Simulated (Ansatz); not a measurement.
# Pb (Lead): further runs on the relaxed cell

The task, for Pb (Lead): fit an equation of state.

Method: DFT r2SCAN, scalar-relativistic, plane waves, PAW, in Ansatz 0.2.0.

## (1) Starting point

It takes space group Fm-3m (No. 225, cubic). The conventional cell has a = 4.996 Å, b = 4.996 Å, c = 4.996 Å, α = 90.00°, β = 90.00°, γ = 90.00°. Around Pb (site symmetry m-3m) lie 12 Pb at 3.53 Å.

As a file:

```cif
data_structure
_symmetry_space_group_name_H-M 'P 1'
_symmetry_Int_Tables_number 1
_cell_length_a 3.5324
_cell_length_b 3.5324
_cell_length_c 3.5324
_cell_angle_alpha 60.000
_cell_angle_beta 60.000
_cell_angle_gamma 60.000
_cell_volume 31.17
loop_
_atom_site_label
_atom_site_type_symbol
_atom_site_fract_x
_atom_site_fract_y
_atom_site_fract_z
_atom_site_occupancy
Pb1 Pb 0.00000 0.00000 0.00000 1
```

This cell was relaxed beforehand with the same method: volume 31.17 Å³/atom, gap on the mesh none (metal).

## (2) Point at V/V0 = 0.97

Contents of input.yaml:

```yaml
crystal:
  lattice:
    - [0.0, 2.4725621057, 2.4725621057]
    - [2.4725621057, 0.0, 2.4725621057]
    - [2.4725621057, 2.4725621057, 0.0]
  atoms:
    - { symbol: Pb, position: [0.0, 0.0, 0.0] }
basis:
  ecutwfc: 500
kpoints:
  mp_grid: { grid: [14, 14, 14] }
hamiltonian:
  xc: r2scan
scf:
  occupations: { method: gaussian, width: 0.1 }
output:
  forces: true
  stress: true
  eigenvalues: true
```

On the command line:

```bash
ansatz run input.yaml --threads 1 --pin off --max-ram 2560MiB --backend cpu --events-out ev --progress --plain --runs-dir out
```

The program printed, shortened:

```text
Warning: RAYON_NUM_THREADS=1 ignored (pool sized by the plan → 1); use --threads N
[...]
Pseudopotentials: kind: paw
Pseudopotential: Pb, paw, valence charge 14, recommended cutoff 500 eV (meta_gga), Pb.paw.azcp
Functional definition: r2SCAN
[...]
Crystal: 1 atoms, lattice volume = 30.232 Å³
Basis set: ecut = 500 eV, 749 PW (Γ), exchange–correlation on 108×108×108 points (64 copies of the dense FFT grid, shifted against one another)
Bands: 11, of which v1, the nominal top of the filled ones, is band 7 counted from 1 (6 counted from 0)
Symmetry: 48 space group operations
Space group: Fm-3m (ITA 225), of the structure as read, at distance tolerance 3.1e-5 Å
k-points: 104 of 2744
[...]
SCF iter   1: F=—  HF=-11920.856538 eV  |F-HF|=—  |Δ(HF+E_count)|=         —  Δρ=6.51e-3  dr2=9.11e-3  dr2_τ=6.62e-4  ethr=1.77e-3  ⟨swp⟩=5.8  Hψ=7755  notcnv=0
[...]
SCF iter   6: F=-11920.856378 eV  HF=-11920.856378 eV  |F-HF|=2.98e-10  |Δ(HF+E_count)|=   7.99e-8  Δρ=3.58e-6  dr2=4.47e-9  dr2_τ=1.10e-10  ethr=7.14e-10  ⟨swp⟩=7.0  Hψ=5662  notcnv=0
[...]
SCF converged after 6 iterations
Free energy (F): -11920.856378 eV
[...]
E sigma→0 (E₀):  -11920.855280 eV
Entropy (-TS):   -0.002196 eV (-2.196 meV/atom)
Fermi energy:    10.996288 eV
[...]
--- Forces (eV/Å), atoms counted from 1 ---
  atom   1  Pb    -0.00000000     0.00000000    -0.00000000
[...]
--- Stress (GPa, compression-positive) ---
        1.437907       0.000000       0.000000
        0.000000       1.437907       0.000000
       -0.000000       0.000000       1.437907
  P = ⅓ Tr σ = 1.4379 GPa (14.379 kbar)
--- Band table (eV; the first three rows and the last of 104) ---
  k-point 0: bands = ["-6.8284", "-6.8284", "-6.8284", "-6.6803", "-6.6803", "-1.3662", "18.7053", "18.7053", "18.7053", "21.2915", "23.3007"]
[...]
```

It took 9.6 s on 1 thread of Arm Neoverse N1, shared host; peak memory 0.39 GiB.

## (3) The cell scaled to 1.03 of its volume

input.yaml, as its differences from that of step 2:

```diff
@@ -2,5 +2,5 @@
   lattice:
-    - [0.0, 2.4725621057, 2.4725621057]
-    - [2.4725621057, 0.0, 2.4725621057]
-    - [2.4725621057, 2.4725621057, 0.0]
+    - [0.0, 2.5225263169, 2.5225263169]
+    - [2.5225263169, 0.0, 2.5225263169]
+    - [2.5225263169, 2.5225263169, 0.0]
   atoms:
```

On the command line:

```bash
ansatz run input.yaml --threads 1 --pin off --max-ram 2560MiB --backend cpu --events-out ev --progress --plain --runs-dir out
```

The program printed, shortened:

```text
Warning: RAYON_NUM_THREADS=1 ignored (pool sized by the plan → 1); use --threads N
[...]
[... 3 set-up lines as earlier in the session ...]
[...]
Crystal: 1 atoms, lattice volume = 32.102 Å³
Basis set: ecut = 500 eV, 869 PW (Γ), exchange–correlation on 108×108×108 points (64 copies of the dense FFT grid, shifted against one another)
Bands: 11, of which v1, the nominal top of the filled ones, is band 7 counted from 1 (6 counted from 0)
[... 1 set-up line as earlier in the session ...]
Space group: Fm-3m (ITA 225), of the structure as read, at distance tolerance 3.2e-5 Å
k-points: 104 of 2744
[...]
SCF iter   1: F=—  HF=-11920.858921 eV  |F-HF|=—  |Δ(HF+E_count)|=         —  Δρ=6.39e-3  dr2=9.33e-3  dr2_τ=4.65e-4  ethr=1.77e-3  ⟨swp⟩=5.8  Hψ=7748  notcnv=0
[...]
SCF iter   6: F=-11920.856817 eV  HF=-11920.856817 eV  |F-HF|=5.68e-10  |Δ(HF+E_count)|=   1.07e-7  Δρ=2.25e-6  dr2=1.93e-9  dr2_τ=1.09e-10  ethr=7.11e-10  ⟨swp⟩=4.7  Hψ=5891  notcnv=0
[...]
SCF converged after 6 iterations
Free energy (F): -11920.856817 eV
[...]
E sigma→0 (E₀):  -11920.855549 eV
Entropy (-TS):   -0.002537 eV (-2.537 meV/atom)
Fermi energy:    10.090212 eV
[...]
--- Forces (eV/Å), atoms counted from 1 ---
  atom   1  Pb    -0.00000000     0.00000000     0.00000000
[...]
--- Stress (GPa, compression-positive) ---
       -1.199086       0.000000       0.000000
        0.000000      -1.199086      -0.000000
        0.000000      -0.000000      -1.199086
  P = ⅓ Tr σ = -1.1991 GPa (-11.991 kbar)
--- Band table (eV; the first three rows and the last of 104) ---
  k-point 0: bands = ["-7.6558", "-7.6558", "-7.6558", "-7.5328", "-7.5328", "-1.8253", "17.3411", "17.3411", "17.3411", "20.3831", "21.6265"]
[...]
```

Run time: 9.9 s. Hardware: 1 thread of Arm Neoverse N1, shared host; peak memory 0.39 GiB.

## (4) Point at V/V0 = 0.94

input.yaml, as its differences from that of step 3:

```diff
@@ -2,5 +2,5 @@
   lattice:
-    - [0.0, 2.5225263169, 2.5225263169]
-    - [2.5225263169, 0.0, 2.5225263169]
-    - [2.5225263169, 2.5225263169, 0.0]
+    - [0.0, 2.4468043773, 2.4468043773]
+    - [2.4468043773, 0.0, 2.4468043773]
+    - [2.4468043773, 2.4468043773, 0.0]
   atoms:
```

On the command line:

```bash
ansatz run input.yaml --threads 1 --pin off --max-ram 2560MiB --backend cpu --events-out ev --progress --plain --runs-dir out
```

The program printed, shortened:

```text
Warning: RAYON_NUM_THREADS=1 ignored (pool sized by the plan → 1); use --threads N
[...]
[... 3 set-up lines as earlier in the session ...]
[...]
Crystal: 1 atoms, lattice volume = 29.297 Å³
Basis set: ecut = 500 eV, 725 PW (Γ), exchange–correlation on 108×108×108 points (64 copies of the dense FFT grid, shifted against one another)
Bands: 11, of which v1, the nominal top of the filled ones, is band 7 counted from 1 (6 counted from 0)
[... 2 set-up lines as earlier in the session ...]
k-points: 104 of 2744
[...]
SCF iter   1: F=—  HF=-11920.841794 eV  |F-HF|=—  |Δ(HF+E_count)|=         —  Δρ=6.69e-3  dr2=9.35e-3  dr2_τ=8.14e-4  ethr=1.77e-3  ⟨swp⟩=5.9  Hψ=7776  notcnv=0
[...]
SCF iter   6: F=-11920.843065 eV  HF=-11920.843065 eV  |F-HF|=2.02e-10  |Δ(HF+E_count)|=   2.92e-9  Δρ=5.36e-7  dr2=3.98e-11  dr2_τ=2.92e-12  ethr=2.84e-11  ⟨swp⟩=4.0  Hψ=5401  notcnv=0
[...]
SCF converged after 6 iterations
Free energy (F): -11920.843065 eV
[...]
E sigma→0 (E₀):  -11920.842027 eV
Entropy (-TS):   -0.002076 eV (-2.076 meV/atom)
Fermi energy:    11.488133 eV
[...]
--- Forces (eV/Å), atoms counted from 1 ---
  atom   1  Pb    -0.00000000     0.00000000     0.00000000
[...]
--- Stress (GPa, compression-positive) ---
        3.179193       0.000000       0.000000
        0.000000       3.179193      -0.000000
        0.000000      -0.000000       3.179193
  P = ⅓ Tr σ = 3.1792 GPa (31.792 kbar)
--- Band table (eV; the first three rows and the last of 104) ---
  k-point 0: bands = ["-6.3789", "-6.3789", "-6.3789", "-6.2159", "-6.2159", "-1.1174", "19.4472", "19.4472", "19.4472", "21.7813", "24.2043"]
[...]
```

Wall time 9.6 s (1 thread of Arm Neoverse N1, shared host); peak memory 0.39 GiB.

## (5) Point at V/V0 = 1.06

input.yaml, as its differences from that of step 4:

```diff
@@ -2,5 +2,5 @@
   lattice:
-    - [0.0, 2.4468043773, 2.4468043773]
-    - [2.4468043773, 0.0, 2.4468043773]
-    - [2.4468043773, 2.4468043773, 0.0]
+    - [0.0, 2.5467828656, 2.5467828656]
+    - [2.5467828656, 0.0, 2.5467828656]
+    - [2.5467828656, 2.5467828656, 0.0]
   atoms:
```

On the command line:

```bash
ansatz run input.yaml --threads 1 --pin off --max-ram 2560MiB --backend cpu --events-out ev --progress --plain --runs-dir out
```

The program printed, shortened:

```text
[...]
SCF converged after 6 iterations
Free energy (F): -11920.846807 eV
[...]
E sigma→0 (E₀):  -11920.845585 eV
Entropy (-TS):   -0.002444 eV (-2.444 meV/atom)
Fermi energy:    9.679362 eV
[...]
--- Forces (eV/Å), atoms counted from 1 ---
  atom   1  Pb    -0.00000000     0.00000000     0.00000000
[...]
--- Stress (GPa, compression-positive) ---
       -2.203616       0.000000      -0.000000
        0.000000      -2.203616      -0.000000
       -0.000000      -0.000000      -2.203616
  P = ⅓ Tr σ = -2.2036 GPa (-22.036 kbar)
--- Band table (eV; the first three rows and the last of 104) ---
  k-point 0: bands = ["-8.0380", "-8.0380", "-8.0380", "-7.9256", "-7.9256", "-2.0380", "16.7133", "16.7133", "16.7133", "19.9606", "20.8515"]
[...]
```

Wall time 10 s (1 thread of Arm Neoverse N1, shared host); peak memory 0.4 GiB.

## (6) Volume × 0.91

input.yaml, as its differences from that of step 5:

```diff
@@ -2,5 +2,5 @@
   lattice:
-    - [0.0, 2.5467828656, 2.5467828656]
-    - [2.5467828656, 0.0, 2.5467828656]
-    - [2.5467828656, 2.5467828656, 0.0]
+    - [0.0, 2.4204926136, 2.4204926136]
+    - [2.4204926136, 0.0, 2.4204926136]
+    - [2.4204926136, 2.4204926136, 0.0]
   atoms:
```

On the command line:

```bash
ansatz run input.yaml --threads 1 --pin off --max-ram 2560MiB --backend cpu --events-out ev --progress --plain --runs-dir out
```

The program printed, shortened:

```text
[...]
SCF converged after 6 iterations
Free energy (F): -11920.818592 eV
[...]
E sigma→0 (E₀):  -11920.817500 eV
Entropy (-TS):   -0.002183 eV (-2.183 meV/atom)
Fermi energy:    12.010438 eV
[...]
--- Forces (eV/Å), atoms counted from 1 ---
  atom   1  Pb    -0.00000000     0.00000000     0.00000000
[...]
--- Stress (GPa, compression-positive) ---
        5.269888       0.000000      -0.000000
       -0.000000       5.269888       0.000000
        0.000000       0.000000       5.269888
  P = ⅓ Tr σ = 5.2699 GPa (52.699 kbar)
--- Band table (eV; the first three rows and the last of 104) ---
  k-point 0: bands = ["-5.9032", "-5.9032", "-5.9032", "-5.7235", "-5.7235", "-0.8540", "20.2332", "20.2332", "20.2332", "22.2977", "25.1551"]
[...]
```

Wall time 9.2 s (1 thread of Arm Neoverse N1, shared host); peak memory 0.38 GiB.

## (7) Volume × 1.10

input.yaml, as its differences from that of step 6:

```diff
@@ -2,5 +2,5 @@
   lattice:
-    - [0.0, 2.4204926136, 2.4204926136]
-    - [2.4204926136, 0.0, 2.4204926136]
-    - [2.4204926136, 2.4204926136, 0.0]
+    - [0.0, 2.5784231551, 2.5784231551]
+    - [2.5784231551, 0.0, 2.5784231551]
+    - [2.5784231551, 2.5784231551, 0.0]
   atoms:
```

On the command line:

```bash
ansatz run input.yaml --threads 1 --pin off --max-ram 2560MiB --backend cpu --events-out ev --progress --plain --runs-dir out
```

The program printed, shortened:

```text
[...]
SCF converged after 6 iterations
Free energy (F): -11920.825161 eV
[...]
E sigma→0 (E₀):  -11920.824127 eV
Entropy (-TS):   -0.002067 eV (-2.067 meV/atom)
Fermi energy:    9.178584 eV
[...]
--- Forces (eV/Å), atoms counted from 1 ---
  atom   1  Pb    -0.00000000     0.00000000     0.00000000
[...]
--- Stress (GPa, compression-positive) ---
       -3.324914       0.000000      -0.000000
       -0.000000      -3.324914      -0.000000
       -0.000000       0.000000      -3.324914
  P = ⅓ Tr σ = -3.3249 GPa (-33.249 kbar)
--- Band table (eV; the first three rows and the last of 104) ---
  k-point 0: bands = ["-8.5195", "-8.5195", "-8.5195", "-8.4198", "-8.4198", "-2.3069", "15.9266", "15.9266", "15.9266", "19.4269", "19.8772"]
[...]
```

Wall time 10 s (1 thread of Arm Neoverse N1, shared host); peak memory 0.4 GiB.

## (8) Volume × 0.88

input.yaml, as its differences from that of step 7:

```diff
@@ -2,5 +2,5 @@
   lattice:
-    - [0.0, 2.5784231551, 2.5784231551]
-    - [2.5784231551, 0.0, 2.5784231551]
-    - [2.5784231551, 2.5784231551, 0.0]
+    - [0.0, 2.393596025, 2.393596025]
+    - [2.393596025, 0.0, 2.393596025]
+    - [2.393596025, 2.393596025, 0.0]
   atoms:
```

On the command line:

```bash
ansatz run input.yaml --threads 1 --pin off --max-ram 2560MiB --backend cpu --events-out ev --progress --plain --runs-dir out
```

The program printed, shortened:

```text
Warning: RAYON_NUM_THREADS=1 ignored (pool sized by the plan → 1); use --threads N
[...]
[... 3 set-up lines as earlier in the session ...]
[...]
Crystal: 1 atoms, lattice volume = 27.427 Å³
Basis set: ecut = 500 eV, 725 PW (Γ), exchange–correlation on 100×100×100 points (64 copies of the dense FFT grid, shifted against one another)
Bands: 11, of which v1, the nominal top of the filled ones, is band 7 counted from 1 (6 counted from 0)
[... 1 set-up line as earlier in the session ...]
Space group: Fm-3m (ITA 225), of the structure as read, at distance tolerance 3.0e-5 Å
k-points: 104 of 2744
[...]
SCF iter   1: F=—  HF=-11920.775664 eV  |F-HF|=—  |Δ(HF+E_count)|=         —  Δρ=6.83e-3  dr2=9.51e-3  dr2_τ=1.26e-3  ethr=1.77e-3  ⟨swp⟩=5.9  Hψ=7877  notcnv=0
[...]
SCF iter   6: F=-11920.780778 eV  HF=-11920.780778 eV  |F-HF|=5.33e-10  |Δ(HF+E_count)|=   7.27e-9  Δρ=9.98e-7  dr2=1.41e-10  dr2_τ=9.44e-12  ethr=3.63e-11  ⟨swp⟩=4.3  Hψ=5663  notcnv=0
[...]
SCF converged after 6 iterations
Free energy (F): -11920.780778 eV
[...]
E sigma→0 (E₀):  -11920.779517 eV
Entropy (-TS):   -0.002522 eV (-2.522 meV/atom)
Fermi energy:    12.570828 eV
[...]
--- Forces (eV/Å), atoms counted from 1 ---
  atom   1  Pb     0.00000000     0.00000000     0.00000000
[...]
--- Stress (GPa, compression-positive) ---
        7.760814      -0.000000       0.000000
        0.000000       7.760814      -0.000000
       -0.000000      -0.000000       7.760814
  P = ⅓ Tr σ = 7.7608 GPa (77.608 kbar)
--- Band table (eV; the first three rows and the last of 104) ---
  k-point 0: bands = ["-5.3991", "-5.3991", "-5.3991", "-5.2006", "-5.2006", "-0.5749", "21.0666", "21.0666", "21.0666", "22.8429", "26.1554"]
[...]
```

It took 9.2 s on 1 thread of Arm Neoverse N1, shared host; peak memory 0.37 GiB.

## (9) Equation of state

```csv
volume (Å³/atom),energy above the lowest point (meV/atom),pressure (GPa),gap on the mesh (eV)
27.427,79.7,7.76,0.00
28.362,41.7,5.27,0.00
29.297,17.2,3.18,0.00
30.232,3.9,1.44,0.00
31.167,0.0,0.00,0.00
32.102,3.7,-1.20,0.00
33.037,13.6,-2.20,0.00
34.284,35.1,-3.32,0.00
```

## (10) What came out

| quantity | value |
| --- | --- |
| equilibrium volume of the fit | 31.16 Å³/atom |
| bulk modulus | 44 GPa |
| its pressure derivative | 5.3 |

What this shows: The fit puts the minimum at 31.16 Å³/atom with B = 44 GPa and B' = 5.3. Spin-orbit coupling is left out for Pb.
